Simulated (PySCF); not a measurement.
# C2H5ClFGa: the cost of one run

Programs: PySCF 2.14.0, with density-fitted response routines of our own. Each step states its level of theory. These are calculated values for one molecule in the gas phase, unless marked as measured. Atoms are numbered from 0 throughout.

### Step 1. The molecule as given

10 atoms, charge 0, multiplicity 1; geometry from: GFN2-xTB. The atoms were then displaced at random by about 0.01 Å, so the start is not that level's minimum.

Bonds of the start (Å): C0–C1 1.49, C1–Ga2 2.06, Ga2–F3 1.77, Ga2–Cl4 2.12, C0–H5 1.10, C0–H6 1.11, C0–H7 1.08, C1–H8 1.08, C1–H9 1.11.

### Step 2. Optimising the geometry at PBE0-D3(BJ)/def2-SVP

What the job is given:

```
{"job": {"xc": "PBE0", "basis": "def2-SVP", "d3": "d3bj", "grid": 1, "shake": 0.01, "kind": "geom"}, "charge": 0, "multiplicity": 1}
C     -1.313860     0.064060     0.182370
C     -0.114450    -0.647470     0.698440
Ga     1.591270     0.315650     0.059540
F      1.276720     1.747400    -0.927100
Cl     3.673040     0.009590     0.303550
H     -1.335070     0.125560    -0.913660
H     -1.345670     1.115340     0.541040
H     -2.226700    -0.409210     0.504400
H     -0.065240    -1.667290     0.356020
H     -0.089610    -0.674550     1.803110
```

The run is started by

```console
> OMP_NUM_THREADS=1 python probes_run.py task.json out
```

The driver reads the jobs from task.json and runs them one after another.

Q: Estimate the wall time and peak memory of this first job on 1 thread of Arm Neoverse V1, shared host.

About 51 s, with a peak of 0.49 GiB.
